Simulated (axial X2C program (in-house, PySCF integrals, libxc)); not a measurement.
**NdNC⁺: Ω levels from open-shell CI on f3 s1 d(πδ)0**

Which Ω levels does NdNC⁺ have in the configuration f3 s1 d(πδ)0, and how far apart?

Computed with an in-house X2C program for linear molecules on PySCF integrals. Level: two-component X2C, average-of-configuration Hartree–Fock and CI in the open shells.

All values are calculated.

### Step 1. Set-up

The input, task.json:

```json
{"zs": [60, 7, 6], "q": 1, "bas": ["dyall-v3z", "dyall-v3z", "dyall-v3z"], "r0": 2.3, "metal": 0, "shells": [[3, [0, 1, 2, 3], 3], [0, [0], 1], [2, [1, 2], 0]], "fix": 0, "emax": 2.2, "nroots": 4, "r2": 1.17}
```

Keys: zs atomic numbers; q charge; bas basis sets; r0 starting distance in Å; metal index of the metal atom; shells open shells as [l, |m| values, electrons]; fix electron count of the first shell held; emax energy window in eV; nroots roots for each Ω; r2 second bond in Å, held.

Command:

```bash
python soci.py task.json out
```

Two-component X2C with atomic mean-field Coulomb and Gaunt terms, basis Nd dyall-v3z, N dyall-v3z, C dyall-v3z (cores contracted in-house). Orbitals come from Hartree–Fock averaged over the configuration Nd f3 s1 d(πδ)0; CI then distributes these electrons over the f, s, d(πδ) shells of Nd.

### Step 2. CI at Nd–N–C held linear, bonds 2.164 and 1.170 Å (the second held)

**Question.** What will these runs give? Wanted: lowest level of the model; next level; lowest curve, Re and ωe.

**Answer**, as computed:

| quantity | value |
| --- | --- |
| lowest level of the model | Ω = 6, g∥ = 8.34, 100% f3 d(πδ)1 |
| next level | Ω = 5, 490 cm⁻¹ higher |
| lowest curve, Re and ωe | 2.224 Å, 430.8 cm⁻¹ |

What this shows: In the lowest level ⟨Sz⟩ = -1.82 and ⟨Lz⟩ = 7.82; its leading determinant has weight 0.65 among 296. From 2.164 to 2.435 Å the gap from the lowest to the fifth level goes from 1546 to 1553 cm⁻¹. Without dynamic correlation distances can be off by several hundredths of an Å, and the wavenumbers are rough. There is no dynamic correlation: spin–orbit spacings and, for f shells, spacings inside one term are the most reliable numbers, splittings between terms come out too wide, and energies between configurations are not reliable, so the lowest level need not be the ground state of the molecule. The lowest levels belong to f3 d(πδ)1, not to the averaged configuration, so orbitals and distance suit them less well. At most 4 roots were kept for each Ω > 0 (twice that for Ω = 0) within 2.2 eV of the lowest, so higher up levels can be missing between those listed; levels with Ω > 0 are doubly degenerate and listed once, Ω = 0 levels singly. States that fill the shells left empty in the average are placed too high. The molecule was held linear; bending was not examined.
